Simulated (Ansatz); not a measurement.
# HBrCl (doublet): wave-function methods side by side at distance Cl1–H2 along a hydrogen transfer = 1.497 Å, cc-pVDZ

How much of the correlation energy of HBrCl (doublet) does each wave-function method recover here?

The runs use Ansatz 0.2.0, Gaussian basis; cc-pVDZ, core rule «outside noble gas», up to 19 orbitals frozen.

The runs, in order: UHF; CCSD(T) on ROHF; CCSD(T) on UHF; BCCD(T) on ROHF; CISD; CCSDT(Q) on ROHF; CCSDT(Q) on UHF; CASSCF and MRCISD+Q, 3 electrons in 3 orbitals; CASSCF and NEVPT2, 3 electrons in 3 orbitals; CASSCF and MRCISD+Q, 15 electrons in 9 orbitals; CASSCF and NEVPT2, 15 electrons in 9 orbitals.

11 further runs of the same task are left out: 7 that didn't finish, 4 set aside as unsound or not needed.

## (1) The system

The geometry derives from fragments relaxed apart (PBE0/def2-TZVP) and kept rigid, so it is no stationary point. A hydrogen atom is moved between rigid fragments. No spin-orbit coupling is included. The filled d shell of Br may be among the frozen orbitals whatever the setting's name suggests; the logs give the count.

3 atoms, charge 0, spin multiplicity 2.

Atoms are counted from 1 here; the program's logs count them from 0.

Bond lengths: Cl1–H2 1.497 Å.

## (2) UHF

File in.yaml:

```yaml
crystal:
  periodic: [false, false, false]
  atoms:
    - {symbol: Cl, position_ang: [0.000000, 0.000000, -1.689333]}
    - {symbol: H, position_ang: [0.000000, 0.000000, -0.192333]}
    - {symbol: Br, position_ang: [0.000000, 0.000000, 1.881667]}
basis:
  gaussian: {orbitals: cc-pVDZ}
magnetization: {spin_polarized: true, initial_magnetization: 1}
hamiltonian: {xc: hf}
output: {orbitals: {seedname: orbitals}}
```

On the command line:

```console
> ansatz run in.yaml --threads 1 --pin off --events-out ev --progress --plain --max-ram 2393MiB
```

After this run come: CCSD(T) on ROHF; CCSD(T) on UHF; BCCD(T) on ROHF; CISD; CCSDT(Q) on ROHF; CCSDT(Q) on UHF; CASSCF and MRCISD+Q, 3 electrons in 3 orbitals; CASSCF and NEVPT2, 3 electrons in 3 orbitals; CASSCF and MRCISD+Q, 15 electrons in 9 orbitals; CASSCF and NEVPT2, 15 electrons in 9 orbitals.

**Question.** What will the summary of the whole plan be? Wanted: UCCSDT(Q) below the RHF energy; RMP2 from UCCSDT(Q); UMP2 from UCCSDT(Q); RCCSD from UCCSDT(Q); RCCSD(T) from UCCSDT(Q); UCCSD(T) from UCCSDT(Q); RCCSDT(Q) from UCCSDT(Q); NEVPT2 pair from UCCSDT(Q); MRCISD+Q pair from UCCSDT(Q).

**Answer**, as computed:

```
                         quantity                                                                                    value
   UCCSDT(Q) below the RHF energy                                                                               -7.7424 eV
              RMP2 from UCCSDT(Q)                                                                             +89.9 kJ/mol
              UMP2 from UCCSDT(Q)                                                                             +91.2 kJ/mol
             RCCSD from UCCSDT(Q)                                                                             +13.9 kJ/mol
          RCCSD(T) from UCCSDT(Q)                                                                              +2.7 kJ/mol
          UCCSD(T) from UCCSDT(Q)                                                                              +2.5 kJ/mol
         RCCSDT(Q) from UCCSDT(Q)                                                                              +0.2 kJ/mol
       NEVPT2 pair from UCCSDT(Q)                                                                             +86.9 kJ/mol
     MRCISD+Q pair from UCCSDT(Q)                                                                              +2.6 kJ/mol
    NEVPT2 valence from UCCSDT(Q)                                                                            +152.4 kJ/mol
levels within 1 kcal/mol (43 meV)  RCCSD(T), UCCSD(T), BCCD(T), RCCSDT, UCCSDT, RCCSDT(Q), MRCISD+Q pair, MRCISD+Q valence
                    T1 diagnostic                                                                                    0.010
   effectively unpaired electrons                                                                                     1.01
```

In words: RCCSD(T) lands +2.7 kJ/mol from the yardstick (0.4 % of the correlation energy). One determinant dominates. Of the multireference levels listed MRCISD+Q pair comes nearest in total energy (+2.6 kJ/mol), which doesn't show that its space is the better one. These misses are within one basis, not against nature; the frozen cores of restricted and unrestricted runs differ, which can shift their rows.
